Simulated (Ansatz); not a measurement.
Task: a projected density of states of LiCd3, space group P-6m2, with the Python package of Ansatz (0.2.0). Give the script and its output. Use: PBEsol, PAW, cutoff 463 eV, 8×8×3 k-points, cold smearing of 0.15 eV.

Contents of `licd3.vasp`:
```text
LiCd3
1.0
   3.09553400    0.00000000    0.00000000
  -1.54776700    2.68081108    0.00000000
   0.00000000    0.00000000    9.70663393
Li Cd
1 3
Direct
   0.00000000    0.00000000    0.00000000
   0.00000000    0.00000000    0.50000000
   0.66666667    0.33333333    0.23451793
   0.66666667    0.33333333    0.76548207
```

The script, `licd3_pdos.py`:
```python
"""Which atoms and shells make the states of LiCd3."""

import sys

import ansatz as az
from ase.io import read
import matplotlib.pyplot as plt
import numpy as np


def main() -> None:
    atoms = read("licd3.vasp", format="vasp")
    xtal = az.Crystal.from_ase(atoms)

    job = (
        xtal.calculation()
        .kpoints(8, 8, 3)
        .occupations(az.OccupationsMethod.COLD, width=0.15)
        .functional(az.Functional.PBESOL)
        .basis(34 * az.Ry)
        .scf(extra_bands=14)
        .density_of_states(projected=True, method="smearing", broadening_width=0.15, energy_step=0.1)
    )
    try:
        out = job.run()
    except az.NonConvergedError as error:
        sys.exit(f"no convergence: {error}")
    except az.RefusalError as error:
        sys.exit(f"input refused: {error}")
    r = out.report

    dos = out.density_of_states()
    energy = np.asarray(dos.energies_ev) - dos.fermi_ev
    curves = {}
    for site in out.projected_density_of_states().sites:
        for shell in site.shells:
            weight = sum(np.sum(curve.g_bin_mean_per_ev, axis=0) for curve in shell.curves)
            name = f"{site.species} {shell.label}"
            curves[name] = curves.get(name, 0) + weight

    window = (energy > -10) & (energy < 4)
    fig, ax = plt.subplots(figsize=(5.5, 3.5))
    for name, g in curves.items():
        if g[window].max() > 0.05:
            ax.plot(energy[window], g[window], label=name, lw=1)
            print(f"{name:8s} peak {g[window].max():7.3f} states/eV at {energy[window][g[window].argmax()]:6.2f} eV")
    ax.set(xlabel="E - E_F (eV)", ylabel="states/eV")
    ax.legend(fontsize=7)
    fig.tight_layout()
    fig.savefig("pdos.png", dpi=100)


if __name__ == "__main__":
    main()
```

```console
$ python licd3_pdos.py
Li 2S    peak   0.424 states/eV at  -2.15 eV
Cd 5S    peak   1.548 states/eV at  -5.55 eV
Cd 4D    peak  23.205 states/eV at  -8.25 eV
```

Reading the output:
- For a metal this k-point mesh is coarse: on a finer one energies can move by several to tens of meV an atom and pressures by half a GPa or more, differences at one mesh by less.
- Peaks are the largest values inside the energy window taken; deeper bands lie outside it.
- The structure comes from a database of computed cells and needn't be a stable or known phase.
- Curves are summed over the cell's atoms. Only shells that the potentials hold have channels, so projections don't add up to the total, least of all where a shell is missing (p of most metals); heights and places of peaks move with the mesh.
- The density of states is complete only as far up as bands were computed.
- By the engine's processor time: 5.7 s on 1 thread of Intel(R) Xeon(R) Processor @ 2.30GHz, with other jobs on the host, peak memory 0.68 GiB.
